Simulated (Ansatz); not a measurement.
# P₄O₆: one species, many methods

The task here is to estimate one member of a computed series from the others.

Method: functionals in def2-TZVPP, the program's frozen cores in correlated methods; program: Ansatz 0.2.0, Gaussian basis.

Plan: LDA (SPW92), PBE-D4, revPBE-D4, BLYP-D4, r2SCAN-D4, B97M-V, PBE0-D4, B3LYP-D4, r2SCANh-D4, r2SCAN0-D4, HSE06-D4, BHLYP-D4, CAM-B3LYP-D4, LC-ωPBE, ωB97X-V, ωB97M-V, B2PLYP, PBE-QIDH; CCSD(T)/def2-SVP; CCSD(T)/def2-TZVPP; MP2/def2-QZVPP; extrapolation to the limit; RPA on PBE.

**The geometry**

All runs share one geometry, relaxed beforehand with PBE0-D4 in a triple-zeta def2 set.

SMILES `O1P2OP3OP1OP(O2)O3`, 10 atoms, charge 0, spin multiplicity 1.

Atoms are counted from 1 here; the program's logs count them from 0.

Bond lengths: O1–P2 1.645 Å, O1–P6 1.645 Å, P2–O3 1.645 Å, P2–O9 1.645 Å, O3–P4 1.645 Å, P4–O5 1.645 Å, P4–O10 1.645 Å, O5–P6 1.645 Å, P6–O7 1.645 Å, O7–P8 1.645 Å, P8–O9 1.645 Å, P8–O10 1.645 Å. Angles: P2–O1–P6 126.6°, O1–P2–O3 99.7°, O1–P2–O9 99.7°, O3–P2–O9 99.7°, P2–O3–P4 126.6°, O3–P4–O5 99.7°, O3–P4–O10 99.7°, O5–P4–O10 99.7°, P4–O5–P6 126.6°, O1–P6–O5 99.7°, O1–P6–O7 99.7°, O5–P6–O7 99.7°, P6–O7–P8 126.6°, O7–P8–O9 99.7°, O7–P8–O10 99.7°, O9–P8–O10 99.7°, P2–O9–P8 126.6°, P4–O10–P8 126.6°.

Geometry (Å):

| atom | x (Å) | y (Å) | z (Å) |
| --- | --- | --- | --- |
| O1 | 0.22675 | -1.05149 | 1.41551 |
| P2 | 1.36026 | 0.11497 | 1.17233 |
| O3 | 1.72213 | -0.17463 | -0.40559 |
| P4 | 0.65241 | -0.31907 | -1.64635 |
| O5 | -0.37892 | -1.42288 | -0.99627 |
| P6 | -1.09526 | -1.34386 | 0.48199 |
| O7 | -1.72212 | 0.17464 | 0.40561 |
| P8 | -0.91741 | 1.54797 | -0.00798 |
| O9 | 0.37894 | 1.42289 | 0.99626 |
| O10 | -0.22676 | 1.05149 | -1.41552 |

Set-up of the first run:

in.yaml reads:

```yaml
crystal:
  periodic: [false, false, false]
  atoms:
    - {symbol: O, position_ang: [0.226745, -1.051490, 1.415510]}
    - {symbol: P, position_ang: [1.360263, 0.114972, 1.172328]}
    - {symbol: O, position_ang: [1.722131, -0.174630, -0.405589]}
    - {symbol: P, position_ang: [0.652406, -0.319071, -1.646346]}
    - {symbol: O, position_ang: [-0.378924, -1.422878, -0.996266]}
    - {symbol: P, position_ang: [-1.095264, -1.343863, 0.481994]}
    - {symbol: O, position_ang: [-1.722119, 0.174641, 0.405609]}
    - {symbol: P, position_ang: [-0.917406, 1.547965, -0.007980]}
    - {symbol: O, position_ang: [0.378937, 1.422887, 0.996255]}
    - {symbol: O, position_ang: [-0.226758, 1.051487, -1.415516]}
basis:
  gaussian: {orbitals: def2-TZVPP}
hamiltonian: {xc: lda}
output: {orbitals: {seedname: orbitals}}
```

On the command line:

```console
> ansatz run in.yaml --threads 2 --pin off --events-out ev --progress --plain --max-ram 22528MiB --backend cuda --devices 0, --max-vram 18GiB
```

Among the steps run: LDA; PBE-D4 (GGA); revPBE-D4 (GGA); BLYP-D4 (GGA); r2SCAN-D4 (meta-GGA); B97M-V (meta-GGA); PBE0-D4 (hybrid); B3LYP-D4 (hybrid); r2SCANh-D4 (hybrid); r2SCAN0-D4 (hybrid); HSE06-D4 (hybrid); BHLYP-D4 (hybrid); CAM-B3LYP-D4 (range-separated); LC-ωPBE (range-separated); ωB97X-V (range-separated); ωB97M-V (range-separated); B2PLYP (double hybrid); PBE-QIDH (double hybrid).

One table of the session follows, with a row left open; its other results are not shown here.

It belongs to the step «Orbital energies across the functionals». 

| functional | HOMO (eV) | gap (eV) |
| --- | --- | --- |
| LDA (SPW92) | -7.07 | 4.45 |
| PBE-D4 | -6.90 | 4.55 |
| revPBE-D4 | -6.84 | 4.59 |
| BLYP-D4 | -6.77 | 4.63 |
| r2SCAN-D4 | -7.18 | 5.04 |
| B97M-V | -7.27 | 5.23 |
| PBE0-D4 | -8.17 | 6.79 |
| B3LYP-D4 | -7.95 | 6.41 |
| r2SCANh-D4 | -7.64 | 5.86 |
| r2SCAN0-D4 | -8.34 | 7.09 |
| HSE06-D4 | -7.77 | 6.01 |
| BHLYP-D4 | -9.34 | 9.11 |
| CAM-B3LYP-D4 | -9.52 | 9.33 |
| LC-ωPBE | -10.86 | 11.80 |
| ωB97X-V | ? | ? |
| ωB97M-V | -10.34 | 11.05 |

Q: Estimate the row for ωB97X-V from the others.

As computed: HOMO (eV): -10.51; gap (eV): 11.33. In the column «HOMO (eV)» it lies between LC-ωPBE (-10.86) and ωB97M-V (-10.34).
